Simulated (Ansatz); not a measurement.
# ClH₄NOSn: one species, many methods

An exercise on one series of results from a longer session: the logs are not shown, and one member is left open.

Method: functionals in def2-TZVPP, the program's frozen cores in correlated methods; program: Ansatz 0.2.0, Gaussian basis.

Levels to be run: LDA (SPW92), PBE-D4, revPBE-D4, BLYP-D4, r2SCAN-D4, B97M-V, PBE0-D4, B3LYP-D4, r2SCANh-D4, r2SCAN0-D4, HSE06-D4, BHLYP-D4, CAM-B3LYP-D4, LC-ωPBE, ωB97X-V, ωB97M-V, B2PLYP, PBE-QIDH; CCSD(T)/def2-SVP; CCSD(T)/def2-TZVPP; MP2/def2-QZVPP; extrapolation to the limit; RPA on PBE.

1 further run of the same task is left out (for a known fault of the program).

## Structure used throughout

All runs share one geometry, relaxed beforehand with PBE0-D4 in a triple-zeta def2 set. Sn takes the def2 core potential; no spin-orbit term is included.

SMILES `[NH2][SnH]([OH])[Cl]`, 8 atoms, charge 0, spin multiplicity 1.

Atoms are counted from 1 here; the program's logs count them from 0.

Bond lengths: N1–Sn2 1.997 Å, N1–H5 1.011 Å, N1–H6 1.012 Å, Sn2–O3 1.948 Å, Sn2–Cl4 2.344 Å, Sn2–H7 1.696 Å, O3–H8 0.961 Å. Angles: Sn2–N1–H5 114.9°, Sn2–N1–H6 113.1°, H5–N1–H6 108.6°, N1–Sn2–O3 103.9°, N1–Sn2–Cl4 114.0°, N1–Sn2–H7 112.7°, O3–Sn2–Cl4 104.2°, O3–Sn2–H7 114.1°, Cl4–Sn2–H7 107.8°, Sn2–O3–H8 112.2°.

Set-up of the first run:

in.yaml

```yaml
crystal:
  periodic: [false, false, false]
  atoms:
    - {symbol: N, position_ang: [-0.433720, 1.502189, 0.232881]}
    - {symbol: Sn, position_ang: [0.191719, -0.388128, 0.379758]}
    - {symbol: O, position_ang: [1.485692, -0.564916, -1.065700]}
    - {symbol: Cl, position_ang: [-1.454762, -1.978603, -0.124134]}
    - {symbol: H, position_ang: [-1.180472, 1.754378, 0.866675]}
    - {symbol: H, position_ang: [-0.707142, 1.758012, -0.707333]}
    - {symbol: H, position_ang: [0.814936, -0.753815, 1.913798]}
    - {symbol: H, position_ang: [1.375951, -1.386318, -1.551845]}
basis:
  gaussian: {orbitals: def2-TZVPP}
hamiltonian: {xc: lda}
output: {orbitals: {seedname: orbitals}}
```

The run is started by

```
$ ansatz run in.yaml --threads 4 --pin off --events-out ev --progress --plain --max-ram 10444MiB
```

Steps of the session up to this table: LDA; PBE-D4 (GGA); revPBE-D4 (GGA); BLYP-D4 (GGA); r2SCAN-D4 (meta-GGA); B97M-V (meta-GGA); B3LYP-D4 (hybrid); r2SCANh-D4 (hybrid); r2SCAN0-D4 (hybrid); HSE06-D4 (hybrid); BHLYP-D4 (hybrid); CAM-B3LYP-D4 (range-separated); LC-ωPBE (range-separated); ωB97X-V (range-separated); ωB97M-V (range-separated); B2PLYP (double hybrid); PBE-QIDH (double hybrid).

One of the session's tables, all rows but one given; the rest of the session is left out.

It belongs to the step «Frontier levels by functional». 

| functional | HOMO (eV) | gap (eV) |
| --- | --- | --- |
| LDA (SPW92) | -6.70 | 4.53 |
| PBE-D4 | -6.53 | 4.61 |
| revPBE-D4 | -6.46 | 4.64 |
| BLYP-D4 | -6.39 | 4.49 |
| r2SCAN-D4 | -6.85 | 5.22 |
| B97M-V | -6.93 | 5.27 |
| PBE0-D4 | -7.97 | 7.01 |
| B3LYP-D4 | ? | ? |
| r2SCANh-D4 | -7.39 | 6.09 |
| r2SCAN0-D4 | -8.20 | 7.41 |
| HSE06-D4 | -7.56 | 6.23 |
| BHLYP-D4 | -9.31 | 9.27 |
| CAM-B3LYP-D4 | -9.39 | 9.40 |
| LC-ωPBE | -10.81 | 12.13 |
| ωB97X-V | -10.43 | 11.58 |
| ωB97M-V | -10.31 | 11.26 |

Estimate the missing values for B3LYP-D4.

Worked estimate for «HOMO (eV)». Against the share of exact exchange, BLYP-D4 (0, -6.39), BHLYP-D4 (0.5, -9.31) give a slope of -5.84 per unit share; at 0.2 the line stands at -7.56.

**Answer.** HOMO (eV): -7.71; gap (eV): 6.40. In «HOMO (eV)» the line misses by +0.15.
